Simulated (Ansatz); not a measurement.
Relaxation of a periodic cell of 63 atoms, BC62 (host C, host structure diamond, dopant B, one C atom removed), to a largest force component of 0.03 eV/Å in at most 60 steps.

Computed with Ansatz, DFT PBE-D3(BJ), scalar-relativistic, plane waves, PAW. Settings: PAW set soft_1, cutoff 420 eV, k mesh 2x2x2, fermi-dirac smearing 0.05 eV, spin collinear.

```xyz
63
Lattice="7.1400 0.0000 0.0000 0.0000 7.1400 0.0000 0.0000 0.0000 7.1400" Properties=species:S:1:pos:R:3:forces:R:3
C 3.570 0.000 0.000 0.15 -0.05 -0.05
C 4.463 0.892 0.892 0.20 0.06 0.06
C 5.355 1.785 0.000 0.02 -0.02 0.01
C 6.247 2.678 0.892 -0.06 -0.20 0.06
C 5.355 0.000 1.785 0.02 0.01 -0.02
C 6.247 0.892 2.678 -0.06 0.06 -0.20
C 0.000 0.000 0.000 0.02 -0.02 -0.02
C 0.892 0.892 0.892 -0.02 0.03 0.03
C 1.785 1.785 0.000 0.03 0.16 -0.13
C 2.678 2.678 0.892 -0.11 -0.24 -0.18
C 3.570 3.570 0.000 -0.02 0.02 0.00
C 4.463 4.463 0.892 0.24 0.11 -0.18
C 5.355 5.355 0.000 -0.16 -0.03 -0.13
C 6.247 6.247 0.892 -0.03 0.02 0.03
C 1.785 0.000 1.785 0.03 -0.13 0.16
C 2.678 0.892 2.678 -0.11 -0.18 -0.24
C 3.570 1.785 1.785 -1.87 -0.07 -0.07
C 5.355 3.570 1.785 0.07 1.87 -0.07
C 6.247 4.463 2.678 0.18 0.11 -0.24
C 3.570 0.000 3.570 -0.02 0.00 0.02
C 4.463 0.892 4.463 0.24 -0.18 0.11
C 5.355 1.785 3.570 0.07 -0.07 1.87
C 6.247 2.678 4.463 0.18 -0.24 0.11
C 5.355 0.000 5.355 -0.16 -0.13 -0.03
C 6.247 0.892 6.247 -0.03 0.03 0.02
C 0.000 3.570 0.000 0.05 -0.15 -0.05
C 0.892 4.463 0.892 -0.20 0.46 -0.08
C 1.785 5.355 0.000 0.11 -0.11 0.04
C 2.678 6.247 0.892 -0.46 0.20 -0.08
C 0.000 1.785 1.785 -0.01 -0.02 -0.02
C 0.892 2.678 2.678 -0.20 -0.01 -0.01
C 1.785 3.570 1.785 0.88 -0.55 0.74
C 2.678 4.463 2.678 -1.33 1.33 -1.61
C 3.570 5.355 1.785 0.55 -0.88 0.74
C 4.463 6.247 2.678 0.01 0.20 -0.01
C 0.000 0.000 3.570 0.05 -0.05 -0.15
C 0.892 0.892 4.463 -0.20 -0.08 0.46
C 1.785 1.785 3.570 0.88 0.74 -0.55
C 2.678 2.678 4.463 -1.33 -1.61 1.33
B 4.463 2.678 2.678 0.42 -0.42 -0.42
C 4.463 4.463 4.463 1.61 1.33 1.33
C 5.355 5.355 3.570 -0.74 -0.88 -0.55
C 6.247 6.247 4.463 0.08 0.20 0.46
C 1.785 0.000 5.355 0.11 0.04 -0.11
C 2.678 0.892 6.247 -0.46 -0.08 0.20
C 3.570 1.785 5.355 0.55 0.74 -0.88
C 4.463 2.678 6.247 0.01 -0.01 0.20
C 5.355 3.570 5.355 -0.74 -0.55 -0.88
C 6.247 4.463 6.247 0.08 0.46 0.20
C 0.000 5.355 1.785 0.13 -0.03 0.16
C 0.892 6.247 2.678 -0.14 0.14 -0.43
C 0.000 3.570 3.570 0.00 0.02 0.02
C 0.892 4.463 4.463 -0.19 0.02 0.02
C 1.785 5.355 3.570 0.93 -0.93 0.44
C 2.678 6.247 4.463 -0.02 0.19 0.02
C 0.000 1.785 5.355 0.13 0.16 -0.03
C 0.892 2.678 6.247 -0.14 -0.43 0.14
C 1.785 3.570 5.355 0.93 0.44 -0.93
C 2.678 4.463 6.247 -0.02 0.02 0.19
C 3.570 5.355 5.355 -0.44 -0.93 -0.93
C 4.463 6.247 6.247 0.43 0.14 0.14
C 0.000 5.355 5.355 -0.04 -0.11 -0.11
C 0.892 6.247 6.247 -0.06 0.06 0.06
```

Where does it end, and by what steps?

The run converged. Limits of this set-up: coarse k mesh, a typed lattice constant that wasn't relaxed here. After 4 steps the energy has fallen by 0.668 eV; C39 moved furthest, 0.11 Å.

```tsv
step	energy less start (eV)	largest force component (eV/Å)	accepted
0	0.0000	1.870	yes
1	-0.5409	0.635	yes
2	-0.6609	0.137	yes
3	-0.6671	0.049	yes
4	-0.6676	0.019	yes
```

```xyz
63
Lattice="7.1400 0.0000 0.0000 0.0000 7.1400 0.0000 0.0000 0.0000 7.1400" Properties=species:S:1:pos:R:3
C 3.571 0.000 0.000
C 4.455 0.896 0.896
C 5.350 1.790 0.005
C 6.244 2.685 0.896
C 5.350 0.005 1.790
C 6.244 0.896 2.685
C -0.001 0.001 0.001
C 0.886 0.895 0.895
C 1.778 1.786 -0.004
C 2.667 2.673 0.885
C 3.571 3.569 -0.002
C 4.467 4.473 0.885
C 5.354 5.362 -0.004
C 6.245 6.254 0.895
C 1.778 -0.004 1.786
C 2.667 0.885 2.673
C 3.525 1.781 1.781
C 5.359 3.615 1.781
C 6.255 4.473 2.673
C 3.571 -0.002 3.569
C 4.467 0.885 4.473
C 5.359 1.781 3.615
C 6.255 2.673 4.473
C 5.354 -0.004 5.362
C 6.245 0.895 6.254
C 0.000 3.569 0.000
C 0.886 4.470 0.884
C 1.788 5.352 -0.006
C 2.670 6.254 0.884
C -0.005 1.790 1.790
C 0.892 2.680 2.680
C 1.794 3.566 1.788
C 2.623 4.517 2.603
C 3.574 5.346 1.788
C 4.460 6.248 2.680
C 0.000 0.000 3.569
C 0.886 0.884 4.470
C 1.794 1.788 3.566
C 2.623 2.603 4.517
B 4.500 2.640 2.640
C 4.537 4.517 4.517
C 5.352 5.346 3.566
C 6.256 6.254 4.470
C 1.788 -0.006 5.352
C 2.670 0.884 6.254
C 3.574 1.788 5.346
C 4.460 2.680 6.248
C 5.352 3.566 5.346
C 6.256 4.470 6.254
C 0.004 5.362 1.786
C 0.887 6.253 2.671
C 0.002 3.569 3.569
C 0.899 4.455 4.455
C 1.803 5.337 3.563
C 2.685 6.241 4.455
C 0.004 1.786 5.362
C 0.887 2.671 6.253
C 1.803 3.563 5.337
C 2.685 4.455 6.241
C 3.577 5.337 5.337
C 4.469 6.253 6.253
C 0.006 5.352 5.352
C 0.893 6.247 6.247
```

Whether the end is a true minimum wasn't checked by a vibrational analysis.

Run time: 93 s on 4 threads of Arm Neoverse V2 (shared host), peak memory 1.8 GiB.
